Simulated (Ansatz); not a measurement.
This script makes cell relaxations under several functionals of Be3Rh, space group I4/mmm with Ansatz 0.2.0 through its Python package.

`lattice_be3rh.py`:
```python
"""How the lattice of Be3Rh depends on the functional."""

import ansatz as az
import numpy as np

def edges_and_angles(cell):
    cell = np.asarray(cell)
    a, b, c = np.linalg.norm(cell, axis=1)
    cosines = cell[1] @ cell[2] / (b * c), cell[0] @ cell[2] / (a * c), cell[0] @ cell[1] / (a * b)
    return (a, b, c, *np.degrees(np.arccos(cosines)))


def main() -> None:
    lattice = az.Lattice.of(
        (-1.616363, 1.616363, 3.637352),
        (1.616363, -1.616363, 3.637352),
        (1.616363, 1.616363, -3.637352),
    )
    sites = [
        ("Be", (0.75, 0.25, 0.5)),
        ("Be", (0.25, 0.75, 0.5)),
        ("Be", (0.5, 0.5, 0.0)),
        ("Rh", (0.0, 0.0, 0.0)),
    ]
    crystal = az.Crystal(lattice=lattice)
    for symbol, position in sites:
        crystal = crystal.atom(symbol, position)

    model = (
        crystal.calculation()
        .kpoints(11, 11, 11, center="gamma")  # the mesh must be finer for metals
        .occupations("cold", width=0.1)
        .relax(cell=True, force_tolerance=0.005)
    )

    levels = [("r2scan", "rvv10"), ("lda", "none"), ("r2scan", "none")]
    print("level            a       b       c    alpha   beta  gamma  V/atom  steps")
    for name, dispersion in levels:
        seen = []
        run = model.functional(name, dispersion=dispersion).session().plan()
        result = run.execute(on_event=lambda e: seen.append(e) if e["event"] == "relax_step" else None)
        cell = result.lattice.cell_ang
        label = name if dispersion == "none" else f"{name}+{dispersion}"
        print("{:13s} {:7.4f} {:7.4f} {:7.4f} {:6.2f} {:6.2f} {:6.2f}".format(label, *edges_and_angles(cell)), f"{abs(np.linalg.det(cell)) / len(result.lattice.sites):7.3f} {len(seen):5d}")


if __name__ == "__main__":
    main()
```

Rank the levels of theory by the volume of the relaxed cell.

From smallest to largest: LDA (9.12 Å³ an atom, -4.1 % against the start), r2SCAN+RVV10 (9.43 Å³ an atom, -0.7 % against the start) and r2SCAN (9.47 Å³ an atom, -0.3 % against the start). The spread is 3.9 % in volume.

The run itself:

Running `python lattice_be3rh.py` prints:
```text
level            a       b       c    alpha   beta  gamma  V/atom  steps
DeckWarning: basis.ecutwfc = 500 eV, auto-derived from the records' recommended cutoffs: set by Be (their level for a meta-GGA)
r2scan+rvv10   4.2818  4.2818  4.2818 135.72 135.72  64.42   9.435     4
DeckWarning: basis.ecutwfc = 420 eV, auto-derived from the records' recommended cutoffs: set by Be (normal level)
lda            4.2275  4.2275  4.2275 135.60 135.60  64.60   9.116     5
r2scan         4.2875  4.2875  4.2875 135.71 135.71  64.43   9.475     4
```
(Warnings from the package without file and line.)

Caveats:
- No spin polarisation was allowed.
- Forces vanish by symmetry, so the ions can't move, and the end may be a saddle.
- Dispersion corrections can be off by several per cent in the lattices of metals, and by several GPa in the pressure at a fixed cell.
- Edges and angles are those of the cell as typed, here a primitive one, not of the conventional cell.
- This cell is a computed structure, which may not be the phase found in nature.
- Finished in 100 s on 1 thread of Arm Neoverse V2 (shared host), peak memory 0.69 GiB.
